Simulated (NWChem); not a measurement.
**wB97X/LANL2DZ run of C2H5N (N-methylmethanimine)**

Aim: the electronic atomisation energy of C2H5N (N-methylmethanimine) at wB97X/LANL2DZ, from 4 runs. 

The calculation is run with NWChem 7.3.0.

### 1 The structure to begin with

C2H5N: 8 atoms, total charge 0, spin state singlet. As SMILES, `C=NC`. The shape is that of a PBE0-D4/def2-TZVP optimisation.

Bond lengths: C1–N2 1.257 Å, N2–C3 1.439 Å, C1–H4 1.100 Å, C1–H5 1.090 Å, C3–H6 1.100 Å, C3–H7 1.093 Å, C3–H8 1.093 Å. Angles: C1–N2–C3 117.9°, N2–C1–H4 123.2°, N2–C1–H5 119.4°, N2–C3–H6 113.7°, N2–C3–H7 109.0°, N2–C3–H8 109.1°, H4–C1–H5 117.3°, H6–C3–H7 109.1°, H6–C3–H8 109.1°, H7–C3–H8 106.7°.

### 2 The energy at wB97X/LANL2DZ (run 1)

Input file c2h5n.nw:

```
echo
start c2h5n
title "C2H5N"
memory total 2200 mb
charge 0
geometry units angstrom noautosym nocenter noautoz
 C    -0.710300    0.748600   -0.789300
 N     0.446000    0.313400   -0.558400
 C     0.623700   -0.564000    0.568100
 H    -1.585200    0.492200   -0.173900
 H    -0.872600    1.413800   -1.636900
 H    -0.302900   -0.759200    1.127700
 H     1.036200   -1.514100    0.218000
 H     1.365100   -0.130600    1.244700
end
basis spherical bse
 * library LANL2DZ
end
dft
 xc wb97x
 grid fine
 convergence energy 1e-08
 maxiter 100
 mulliken
 print low
end
task dft energy
```

On the command line:

```console
$ nwchem c2h5n.nw > c2h5n.out
```

The log of the run:

```text
[...]
 d= 0,ls=0.0,diis     1   -133.8241475332 -2.06D+02  2.09D-02  3.00D-01     1.8
[...]
 d= 0,ls=0.0,diis    10   -133.8690744278 -9.28D-10  1.74D-06  1.46D-09    16.0
         Total DFT energy =     -133.869074427838
      One electron energy =     -322.698528236459
           Coulomb energy =      135.862082850156
    Exchange-Corr. energy =      -19.545888595228
 Nuclear repulsion energy =       72.513259553693
[...]
      Total Density - Mulliken Population Analysis
     ---------------------------------------------
    Atom       Charge   Shell Charges
 -----------   ------   -------------------------------------------------------
    1 C    6     6.43   2.00  0.76  0.56  2.60  0.51
    2 N    7     6.99   2.00  0.87  0.68  2.93  0.51
    3 C    6     6.60   2.00  0.71  0.69  2.72  0.47
    4 H    1     0.83   0.52  0.31
    5 H    1     0.78   0.52  0.26
    6 H    1     0.83   0.52  0.31
    7 H    1     0.77   0.52  0.26
    8 H    1     0.77   0.52  0.26
[...]
```

Wall time 17 s (1 thread of AMD EPYC 7R43 (Zen 3), shared host); peak memory 0.11 GiB.

### 3 The C atom (run 2)

Input file m1.nw:

```
start m1
title "C wB97X"
memory stack 880 mb heap 220 mb global 1100 mb
geometry noautosym nocenter noautoz
C     0.000000    0.000000    0.000000
end
basis spherical bse
* library LANL2DZ
end
dft
xc wb97x
mult 3
grid fine
convergence energy 1e-08
iterations 100
mulliken
noprint "final vectors analysis"
end
task dft
```

On the command line:

```console
$ nwchem m1.nw > m1.out
```

The log of the run:

```text
[...]
          Wavefunction type:  spin polarized.
          No. of atoms     :     1
          No. of electrons :     6
[...]
          Charge           :     0
          Spin multiplicity:     3
[...]
          AO basis - number of functions:     9
[...]
              XC Information
              --------------
                       wb97x  Method XC Functional
                     Hartree-Fock (Exact) Exchange  1.000
                         wb97x Exchange Functional  1.000
                      wb97x Correlation Functional  1.000
[...]
 d= 0,ls=0.0,diis     1    -37.7999752468 -3.78D+01  4.23D-02  6.15D-02     0.2
[...]
 d= 0,ls=0.0,diis     6    -37.8410426237 -8.56D-09  1.15D-07  2.22D-13     0.9
[...]
         Total DFT energy =      -37.841042623669
      One electron energy =      -50.448842781841
           Coulomb energy =       17.828554957182
    Exchange-Corr. energy =       -5.220754799010
 Nuclear repulsion energy =        0.000000000000
[...]
      Total Density - Mulliken Population Analysis
     ---------------------------------------------
    Atom       Charge   Shell Charges
 -----------   ------   -------------------------------------------------------
    1 C    6     6.00   2.00  0.94  1.06  1.55  0.45
     --------------------------------------------
      Spin Density - Mulliken Population Analysis
     --------------------------------------------
    Atom       Charge   Shell Charges
 -----------   ------   -------------------------------------------------------
    1 C    6     2.00  -0.00  0.09 -0.09  1.55  0.45
[...]
      <S2> =      2.0029 (Exact =     2.0000)
[...]
```

It took 1.7 s on 1 thread of AMD EPYC 7R43 (Zen 3), shared host; peak memory 0.1 GiB.

Run 3 isn't shown in full; the table further down has it.

### 4 The N atom at the same level (run 4)

Input file calc.nw:

```
start calc
title "N energy"
memory stack 880 mb heap 220 mb global 1100 mb

geometry units angstroms noautosym nocenter noautoz
   N     0.000000    0.000000    0.000000
end

basis spherical bse
   * library LANL2DZ
end

dft
   xc wb97x
   mult 4
   grid fine
   convergence energy 1e-08
   iterations 100
   mulliken
   noprint "final vectors analysis"
end

task dft
```

Run the same way, it converges to -54.58511 Eh (log not shown).

### 5 Overview of the runs

| run | level | partner | energy (Eh) | wall time |
| --- | --- | --- | --- | --- |
| 1 | wB97X/LANL2DZ | base | -133.869074 | 17 s |
| 2 | U-wB97X/LANL2DZ | atoms | -37.841043 | 1.7 s |
| 3 | U-wB97X/LANL2DZ | atoms | -0.498006 | 1.1 s |
| 4 | U-wB97X/LANL2DZ | atoms | -54.585113 | 1.7 s |

### 6 Outcome

At wB97X/LANL2DZ:

```
                     quantity         value
         N atom: total energy  -54.58511 Eh
                 N atom: ⟨S²⟩         3.754
electronic atomisation energy     30.255 eV
```

In words: Taking the molecule apart into free atoms costs 30.25 eV (2919 kJ/mol), before zero-point energy and without spin-orbit coupling. The basis has no polarisation functions, which makes bonds too weak. All runs together took 21 s, the longest 17 s.
